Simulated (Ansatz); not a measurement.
# CdSiN2: the band gap up the ladder of functionals

An exercise on one series of results from a longer session: the logs are not shown, and one member is left open.

Program: Ansatz 0.2.0. PAW datasets, plane waves. No spin polarisation. The prototype was imposed, so other structures may be more stable.

## The system as given

The cell was relaxed beforehand with r2SCAN.

Space group P-4m2 (No. 115), tetragonal; a = 3.034 Å, c = 5.110 Å in the conventional setting, 11.76 Å³ an atom. Cd has 4 N at 2.23 Å; N has 2 Si at 1.77 Å and 2 Cd at 2.23 Å; Si has 4 N at 1.77 Å.

As a file:

```cif
data_structure
_symmetry_space_group_name_H-M 'P-4m2'
_symmetry_Int_Tables_number 115
_cell_length_a 3.0340
_cell_length_b 3.0340
_cell_length_c 5.1102
_cell_angle_alpha 90.000
_cell_angle_beta 90.000
_cell_angle_gamma 90.000
_cell_volume 47.04
loop_
_atom_site_label
_atom_site_type_symbol
_atom_site_symmetry_multiplicity
_atom_site_Wyckoff_symbol
_atom_site_fract_x
_atom_site_fract_y
_atom_site_fract_z
_atom_site_occupancy
Cd1 Cd 1 a 0.00000 0.00000 0.00000 1
N1 N 2 g 0.00000 0.50000 0.31974 1
Si1 Si 1 c 0.50000 0.50000 0.50000 1
```

Set-up of the first run:

Input file input.yaml:

```yaml
crystal:
  lattice:
    - [3.0339884445, 0.0, 0.0]
    - [0.0, 3.0339884445, 0.0]
    - [0.0, 0.0, 5.1102333224]
  atoms:
    - { symbol: Cd, position: [0.0, 0.0, 0.0] }
    - { symbol: "N", position: [0.0, 0.5, 0.3197391382] }
    - { symbol: Si, position: [0.5, 0.5, 0.5] }
    - { symbol: "N", position: [0.5, 0.0, 0.6802608618] }
kpoints:
  mp_grid: { grid: [8, 8, 6] }
  band_path:
    path:
      - [[0.0, 0.0, 0.0], [0.0, 0.5, 0.0], [0.5, 0.5, 1.796037493335e-34], [0.0, 0.0, 0.0], [2.622415046618e-51, 0.0, 0.5], [2.622415046618e-51, 0.5, 0.5], [0.5, 0.5, 0.5], [2.622415046618e-51, 0.0, 0.5]]
      - [[0.0, 0.5, 0.0], [2.622415046618e-51, 0.5, 0.5]]
      - [[0.5, 0.5, 1.796037493335e-34], [0.5, 0.5, 0.5]]
    npoints: 10
hamiltonian:
  xc: pbe
scf:
  occupations: { method: fermi_dirac, width: 0.02 }
  n_extra_bands: 5
output:
  forces: true
  stress: true
  eigenvalues: true
```

Command:

```console
$ ansatz run input.yaml --threads 2 --pin off --max-ram 2211MiB --backend cpu --events-out ev --progress --plain --runs-dir out
```

Among the steps run: PBE band path; r2SCAN; HSE06; PBE+SOC; Single point with PBE0; LDA; DDH-PBE0 at the same geometry; Single point with HSE06+SOC; LC-ωPBE at the same geometry; Hartree-Fock.

One of the session's tables, all rows but one given; the rest of the session is left out.

| level | gap (eV) |
| --- | --- |
| PBE | 1.16 |
| r2SCAN | 1.51 |
| HSE06 | 2.39 |
| PBE+SOC | 1.16 |
| PBE0 | 3.11 |
| LDA | 1.16 |
| DDH-PBE0 | 2.38 |
| HSE06+SOC | 2.41 |
| LC-ωPBE | 7.90 |
| Hartree-Fock | ? |

Estimate the missing values for Hartree-Fock.

**Answer.** gap (eV): 9.88. In the column «gap (eV)» it is the highest.

Meshes: PBE 8×8×6, r2SCAN 8×8×6, HSE06 6×6×4, PBE+SOC 8×8×6, PBE0 6×6×4, LDA 8×8×6, DDH-PBE0 6×6×4, HSE06+SOC 4×4×4, LC-ωPBE 6×6×4, Hartree-Fock 6×6×4.

The gap runs from 1.16 eV (PBE) to 9.88 eV (Hartree-Fock). PBE reaches 48 % of the HSE06 value, and r2SCAN 63 %. PBE0 lies 0.72 eV above HSE06, which differs from it by screening the long-range exchange. The levels disagree on whether the gap is direct.

To keep in mind: Warnings in the runs' records: stress scf threshold loose, stress exchange threshold loose.
